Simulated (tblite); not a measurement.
# As19H42SbSi14: the cost of one run

Programs: tblite 0.8.0 and PySCF 2.14.0, with routines of our own; each step states its level. All values are computed. Atoms count from 0.

## (1) The starting structure

76 atoms, charge 0, multiplicity 1; geometry from: force field, distance geometry or constructed start.

## (2) Relaxing the molecule with GFN1-xTB

Job settings and geometry (Å):

```
{"job": {"kind": "relax", "xc": "GFN1-xTB", "basis": "xTB"}, "charge": 0, "multiplicity": 1}
As     0.254500    -1.093400     2.839700
As    -1.570000    -1.000400     4.384400
As     0.319000    -1.116900    -2.066500
As    -1.442900    -1.226100    -0.458400
As     0.323200    -1.236900    -6.728700
As    -1.547900    -1.043900    -5.274500
As    -3.407000    -1.089700     2.883100
As     0.263000     1.098200     1.895800
As     0.268200     1.133300    -2.859100
As    -1.576700     1.000000     0.358900
As    -3.406600     1.058500     1.867000
As    -1.485000     1.195100    -4.482900
Sb     0.325300     1.183000     6.965800
As    -1.504800     1.240600     5.163100
As     1.979300    -1.173900     4.468100
As     2.068200    -1.141800    -0.439100
As     2.168700    -0.970800    -5.250000
As     2.024500     1.111500     0.294100
As     2.002200     1.274200    -4.486600
As     2.203100     1.064900     5.204000
Si    -3.236700    -1.488200    -1.863500
H     -2.879400    -1.003200    -3.162400
H     -4.343300    -0.745900    -1.345900
H     -3.568500    -2.888000    -1.934900
Si     0.291200     0.816400    -7.796600
H      0.350200     1.838800    -6.799900
H     -0.925800     0.916100    -8.543700
H      1.420500     0.889000    -8.670200
Si    -3.161100    -0.890500    -6.917200
H     -3.731300     0.420700    -6.865600
H     -4.156700    -1.882500    -6.660500
H     -2.542100    -1.119300    -8.183300
Si    -5.073500    -0.828100     4.463800
H     -4.804700    -1.717600     5.559200
H     -6.327600    -1.138600     3.852900
H     -5.056800     0.533400     4.909200
Si    -5.100200     0.827900     0.315000
H     -4.616700     1.273800    -0.955300
H     -6.208100     1.624700     0.738500
H     -5.478000    -0.548800     0.262700
Si    -3.279300     1.376700    -3.055300
H     -4.350000     0.584300    -3.572800
H     -3.661500     2.755600    -2.983700
H     -2.883800     0.900500    -1.769900
Si     0.214400    -1.276700     7.301000
H      0.134000    -1.838300     6.000800
H     -0.953300    -1.416900     8.088400
H      1.431700    -1.534700     7.994300
Si    -3.172000     1.210700     6.765700
H     -4.315100     1.893000     6.243500
H     -2.687500     1.867200     7.938800
H     -3.485700    -0.151900     7.059200
Si     3.779200    -1.516000     3.073200
H      4.123400    -2.905700     3.095100
H      4.878200    -0.725600     3.542400
H      3.414200    -1.115400     1.747900
Si     3.895400    -1.288300    -1.843500
H      4.333100    -2.636000    -1.888100
H      4.929700    -0.446100    -1.320600
H      3.507500    -0.837000    -3.148500
Si     3.796800    -0.771900    -6.872100
H      3.215200    -1.063500    -8.146600
H      4.847500    -1.704700    -6.581100
H      4.302000     0.570500    -6.846500
Si     3.828600     1.288200     1.721300
H      3.409400     0.877500     3.028700
H      4.263300     2.650800     1.740900
H      4.873700     0.434400     1.245100
Si     3.797700     1.557500    -3.093100
H      3.427800     1.143300    -1.763900
H      4.166400     2.942400    -3.083100
H      4.884700     0.756900    -3.564700
Si     3.823300     0.849800     6.837700
H      4.160400    -0.528800     6.957400
H      3.294500     1.349300     8.061400
H      4.972100     1.611900     6.434700
```

Command:

```
$ OMP_NUM_THREADS=8 python large_run.py task.json out
```

The driver reads the jobs from task.json and runs them one after another.

Q: Estimate the wall time and peak memory of this first job on 8 threads of AMD EPYC 9R45, shared host.

About 2.9 min, with a peak of 0.16 GiB.
